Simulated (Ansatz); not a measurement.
Relaxation of a periodic cell of 63 atoms, Si₆₂Sb (host Si, host structure diamond, dopant Sb, one Si atom removed), cell charge -2, to a largest force component of 0.03 eV/Å in at most 60 steps.

The calculation used DFT PBE, scalar-relativistic, plane waves, PAW (Ansatz). Settings: PAW set soft_1, cutoff 420 eV, k mesh 1x1x1, gaussian smearing 0.02 eV, spin collinear.

```xyz
63
Lattice="10.8600 0.0000 0.0000 0.0000 10.8600 0.0000 0.0000 0.0000 10.8600" Properties=species:S:1:pos:R:3:forces:R:3
Si 5.419 0.056 -0.009 0.25 -0.79 -0.08
Si 6.781 1.362 1.308 0.01 0.06 0.54
Si 8.105 2.686 -0.003 0.63 0.30 -0.14
Si 9.483 4.051 1.372 -0.40 0.13 -0.13
Si 8.122 0.034 2.685 -0.98 -1.66 -1.58
Sb 9.465 1.400 4.069 -1.68 1.70 1.95
Si 0.046 0.015 -0.013 -0.80 0.60 0.69
Si 1.361 1.377 1.380 0.57 0.07 -0.31
Si 2.741 2.719 -0.029 -0.31 -0.17 0.62
Si 4.064 4.061 1.355 0.14 0.36 -0.17
Si 5.442 5.433 -0.019 -0.28 0.01 0.06
Si 6.767 6.782 1.380 0.33 0.22 -0.36
Si 8.135 8.125 -0.031 0.24 0.12 0.40
Si 9.535 9.527 1.370 -0.54 -0.39 -0.47
Si 2.735 0.010 2.746 -0.24 0.18 -0.42
Si 4.041 1.396 4.076 0.52 -0.06 0.23
Si 5.434 2.700 2.672 0.16 0.07 0.66
Si 6.790 4.112 4.069 -0.60 -0.51 0.43
Si 8.096 5.424 2.760 0.49 -0.07 -0.72
Si 9.492 6.727 4.063 -0.16 0.85 0.09
Si 5.417 0.004 5.446 0.20 0.66 -0.32
Si 6.800 1.353 6.819 -0.22 0.10 -0.42
Si 9.541 4.076 6.738 -0.56 -0.64 0.63
Si 8.133 0.000 8.130 0.77 0.14 -0.18
Si 9.515 1.367 9.512 -0.47 -0.39 0.14
Si -0.017 5.380 -0.044 0.14 0.94 0.81
Si 1.412 6.819 1.393 -0.89 -0.48 -0.67
Si 2.690 8.128 -0.002 0.23 0.52 -0.38
Si 4.073 9.527 1.352 -0.07 -0.20 -0.12
Si 0.019 2.730 2.709 1.40 1.04 -1.25
Si 1.361 4.079 4.099 -0.17 0.52 0.00
Si 2.718 5.460 2.701 0.19 -0.53 0.38
Si 4.041 6.791 4.100 0.50 0.09 -0.33
Si 5.449 8.170 2.713 -0.51 -0.31 0.11
Si 6.780 9.549 4.047 0.43 -0.40 0.65
Si -0.019 -0.029 5.387 1.70 -0.93 1.52
Si 1.398 1.392 6.799 -0.62 -0.29 -0.20
Si 2.726 2.767 5.451 -0.05 -0.36 -0.14
Si 4.096 4.062 6.806 -0.18 0.42 -0.15
Si 5.427 5.454 5.449 0.08 -0.16 -0.22
Si 6.804 6.787 6.797 -0.07 -0.30 -0.04
Si 8.151 8.090 5.468 -0.14 0.42 -1.01
Si 9.516 9.439 6.772 -0.79 1.04 -0.40
Si 2.690 -0.041 8.127 0.36 0.55 0.51
Si 4.095 1.383 9.544 -0.57 -0.21 -1.03
Si 5.419 2.694 8.119 0.45 -0.08 0.50
Si 6.815 4.066 9.491 -0.16 0.11 -0.33
Si 8.178 5.416 8.082 -0.07 -0.31 0.16
Si 9.497 6.773 9.456 -0.10 0.09 0.20
Si 0.002 8.124 2.713 -0.05 0.11 0.26
Si 1.371 9.522 4.051 -0.05 -0.50 0.22
Si -0.058 5.464 5.464 0.89 -0.25 -0.41
Si 1.348 6.783 6.831 -0.02 0.46 -0.58
Si 2.707 8.121 5.414 -0.28 0.24 0.33
Si 4.067 9.517 6.764 0.06 -0.70 0.26
Si -0.003 2.696 8.206 0.33 0.46 -0.72
Si 1.403 4.102 9.547 -0.23 -0.38 -0.57
Si 2.693 5.436 8.124 0.33 -0.23 0.20
Si 4.055 6.792 9.459 0.04 -0.01 0.48
Si 5.460 8.104 8.136 -0.26 0.83 0.06
Si 6.816 9.549 9.484 -0.55 -0.50 0.30
Si -0.042 8.177 8.098 0.61 -0.72 0.91
Si 1.273 9.541 9.511 1.01 -0.83 -0.46
```

Q: Where does it end, and by what steps?

A: The forces met the threshold. The force dipped under the threshold on the way, but the program's further checks kept it going. Limits of this set-up: coarse k mesh, a typed lattice constant that wasn't relaxed here, charged cell in a uniform background, uncorrected. After 9 steps the energy has fallen by 1.959 eV; Sb6 moved furthest, 0.64 Å.

```
step  energy less start (eV)  largest force component (eV/Å)  accepted
   0                  0.0000                           1.952       yes
   1                 -1.5892                           0.756       yes
   2                 -1.8981                           0.202       yes
   3                 -1.9427                           0.064       yes
   4                 -1.9004                           0.278        no
   5                 -1.9535                           0.036       yes
   6                 -1.9490                           0.186        no
   7                 -1.9563                           0.027       yes
   8                 -1.9577                           0.026       yes
   9                 -1.9586                           0.015       yes
```

```xyz
63
Lattice="10.8600 0.0000 0.0000 0.0000 10.8600 0.0000 0.0000 0.0000 10.8600" Properties=species:S:1:pos:R:3
Si 5.421 0.008 -0.019
Si 6.787 1.354 1.333
Si 8.152 2.711 -0.012
Si 9.500 4.083 1.339
Si 8.081 -0.019 2.698
Sb 9.086 1.709 4.483
Si -0.001 0.008 -0.002
Si 1.351 1.361 1.360
Si 2.713 2.716 -0.004
Si 4.081 4.073 1.349
Si 5.444 5.416 -0.024
Si 6.801 6.771 1.341
Si 8.146 8.156 0.001
Si 9.497 9.525 1.360
Si 2.713 0.006 2.713
Si 4.079 1.357 4.071
Si 5.454 2.715 2.723
Si 6.820 4.063 4.084
Si 8.150 5.417 2.721
Si 9.504 6.786 4.068
Si 5.446 0.000 5.417
Si 6.860 1.339 6.711
Si 9.495 4.047 6.733
Si 8.155 -0.003 8.126
Si 9.501 1.357 9.493
Si -0.003 5.437 -0.016
Si 1.366 6.785 1.346
Si 2.720 8.142 -0.008
Si 4.064 9.509 1.347
Si 0.004 2.766 2.712
Si 1.374 4.086 4.074
Si 2.731 5.430 2.709
Si 4.054 6.798 4.081
Si 5.425 8.122 2.699
Si 6.776 9.481 4.068
Si 0.005 -0.005 5.493
Si 1.381 1.354 6.787
Si 2.725 2.711 5.420
Si 4.096 4.062 6.763
Si 5.447 5.422 5.402
Si 6.806 6.771 6.766
Si 8.152 8.140 5.421
Si 9.506 9.480 6.794
Si 2.734 0.000 8.148
Si 4.074 1.380 9.494
Si 5.481 2.687 8.092
Si 6.807 4.063 9.478
Si 8.171 5.407 8.112
Si 9.484 6.790 9.507
Si 0.004 8.155 2.710
Si 1.340 9.536 4.078
Si -0.006 5.421 5.421
Si 1.371 6.774 6.772
Si 2.702 8.163 5.423
Si 4.074 9.510 6.776
Si -0.007 2.715 8.120
Si 1.357 4.079 9.498
Si 2.733 5.412 8.128
Si 4.071 6.785 9.498
Si 5.444 8.137 8.130
Si 6.791 9.515 9.502
Si 0.014 8.122 8.150
Si 1.364 9.510 9.511
```

Whether the end is a true minimum wasn't checked by a vibrational analysis.

Run time: 4.5 min on 4 threads of Arm Neoverse V1 (shared host), peak memory 1.7 GiB.
